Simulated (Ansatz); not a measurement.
Task: a single point in a Gaussian basis of C3H8AlCl, SMILES C[CH](C)[AlH][Cl], with Ansatz's Python interface. Give the script and its output. Settings: LC-wPBE, cc-pVDZ basis, multiplicity 1.

`c3h8alcl.xyz`
```text
13

C    -1.28330   -0.54440    0.32030
C     0.06870    0.08430    0.45810
C     1.10660   -0.96360    0.14150
Al    0.37730    1.69730   -0.74370
Cl   -1.33700    2.30700   -2.09810
H    -2.09570    0.28260    0.55960
H    -1.47540   -0.84740   -0.72850
H    -1.42430   -1.34080    0.99460
H     0.20750    0.45660    1.54680
H     2.15570   -0.53310    0.32180
H     1.03580   -1.32920   -0.86940
H     1.05060   -1.82020    0.86320
H     1.63410    2.51620   -0.75130
```

Script `energy_c3h8alcl.py`:
```python
# -*- coding: utf-8 -*-
from pathlib import Path

import ansatz as az
import numpy as np

c3h8alcl = az.Crystal.molecule_from_extxyz("c3h8alcl.xyz")

model = c3h8alcl.calculation()
model = model.basis(gaussian="cc-pVDZ").functional("lc_wpbe")
model = model.forces()
model = model.orbitals()
out = model.run(runs_dir="out")
summary = out.report

print(f"E = {summary['free_energy_ev']:.6f} eV = {summary['free_energy_ev'] / 27.211386246:.7f} Ha")
print("converged:", summary["converged"], " doubts:", summary["published_state_doubts"] or "none")

field = summary["mean_field"]
print("<S^2> =", round(abs(field["state"]["spin_squared"]), 4), " all-electron relativity setting:", field["relativity"])
print("passes:", field["passes"])
if "symmetry" in field:
    print("occupied orbitals by irrep:", field["symmetry"]["occupied"])

symbols = [site.symbol for site in c3h8alcl.cartesian_sites]
forces = np.array(summary["forces_ev_ang"])
print("largest force", round(float(np.linalg.norm(forces, axis=1).max()), 4), "eV/A, rms", round(float(np.sqrt((forces ** 2).mean())), 4))

charges = summary["charge_distribution"]
dipole = np.array(charges["dipole_moment_e_ang"]) * 4.803205
print("dipole (D): {:.3f} {:.3f} {:.3f}, length {:.3f}".format(*dipole, np.linalg.norm(dipole)))
print("atom  Mulliken   Lowdin")
for symbol, m, l in zip(symbols, charges["mulliken_charges_e"], charges["lowdin_charges_e"]):
    print(f"{symbol:4s} {m:9.3f} {l:8.3f}")

lines = Path(summary["orbitals_path"]).read_text().splitlines()
field_of = lambda key: [line.split("=")[1].strip() for line in lines if line.startswith(key)]
orbitals = [(27.211386 * float(e), s, float(n)) for e, s, n in zip(field_of("Ene="), field_of("Spin="), field_of("Occup="))]
homo = max(e for e, _, n in orbitals if n > 0.5)
lumo = min(e for e, _, n in orbitals if n < 0.5)
for e, spin, n in sorted(orbitals):
    if homo - 6 < e < lumo + 5:
        print(f"{spin:6s} {e:10.3f} eV  occupation {n:.0f}")
```

```console
$ python energy_c3h8alcl.py
E = -22354.876770 eV = -821.5265686 Ha
converged: True  doubts: none
<S^2> = 0.0  all-electron relativity setting: none
passes: {'evaluations': 15, 'products': 14}
occupied orbitals by irrep: [{'A': 28}, {'A': 28}]
largest force 4.2859 eV/A, rms 1.1844
dipole (D): 1.802 -1.123 1.706, length 2.724
atom  Mulliken   Lowdin
C       -0.024   -0.004
C       -0.370   -0.151
C       -0.062   -0.008
Al       0.542   -0.042
Cl      -0.328    0.075
H        0.050    0.050
H        0.049    0.028
H        0.031   -0.008
H        0.054    0.055
H        0.050    0.042
H        0.046    0.016
H        0.047    0.020
H       -0.087   -0.072
Alpha     -15.501 eV  occupation 2
Alpha     -14.492 eV  occupation 2
Alpha     -14.296 eV  occupation 2
Alpha     -14.008 eV  occupation 2
Alpha     -12.503 eV  occupation 2
Alpha     -12.304 eV  occupation 2
Alpha     -11.972 eV  occupation 2
Alpha     -11.601 eV  occupation 2
Alpha     -11.500 eV  occupation 2
Alpha     -10.101 eV  occupation 2
Alpha       0.569 eV  occupation 0
Alpha       2.178 eV  occupation 0
Alpha       3.166 eV  occupation 0
Alpha       4.421 eV  occupation 0
Alpha       4.697 eV  occupation 0
Alpha       5.174 eV  occupation 0
Alpha       5.518 eV  occupation 0
```

What to keep in mind:
- Total energies depend on the basis set; only differences at equal settings carry meaning.
- The geometry is a force-field or estimated start, not a minimum of this method, and the basis set is short of its limit.
- The Löwdin charges here are taken after orthogonalising the functions within each atom; they differ from plain Löwdin charges, and their signs can be unphysical.
- Alpha marks a spatial orbital of a restricted run, filled by both spins.
- Levels such as HOMO and LUMO are orbital energies: with these approximate functionals they aren't the ionisation energy and electron affinity, and their gap isn't the fundamental gap.
- It ran for 6.9 s on 1 thread of Arm Neoverse V1 (shared host), peak memory 0.3 GiB.

(A comment or docstring line of the script was reworded after the run, the code is as it ran; lines on the test bed's own set-up are left out of the output.)
